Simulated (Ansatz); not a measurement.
Crystal: HfBi3.

```xyz
4
Lattice="-2.3155 2.3155 5.2652 2.3155 -2.3155 5.2652 2.3155 2.3155 -5.2652" Properties=species:S:1:pos:R:3 pbc="T T T"
Bi    0.0000    0.0000    5.2652
Bi    2.3155    0.0000    2.6326
Bi    0.0000    2.3155    2.6326
Hf    0.0000    0.0000    0.0000
```

The cell comes from a database or a generator and needn't be the stable form of this composition.

Base run:

- Program: Ansatz 0.2.0
- Functional: PBE
- Potentials or basis: Ansatz PAW
- Cutoff: 420 eV
- Density cutoff: 1680 eV
- k mesh: 8 × 8 × 8
- Occupations: fermi-dirac, width 0.05 eV
- Spin: no spin polarisation

Its results: band gap on the k mesh none (metal or under the smearing width); pressure 0.2 GPa.

Q: The run is repeated on the same cell with these changes: functional from PBE to RPBE; occupations from fermi-dirac, width 0.05 eV to gaussian, width 0.05 eV. What comes out?

A: Band gap on the k mesh none (metal or under the smearing width); pressure 1.9 GPa.

Caveats: spin-orbit coupling is left out, which moves the levels of the heavy elements; the potentials were made for another functional, which shifts forces and pressure (some runs); the PAW data sets come from PBE, with cores solved anew for the run's functional, which leaves a small shift of forces and pressure (some runs).

Not every run made on this cell is shown here.
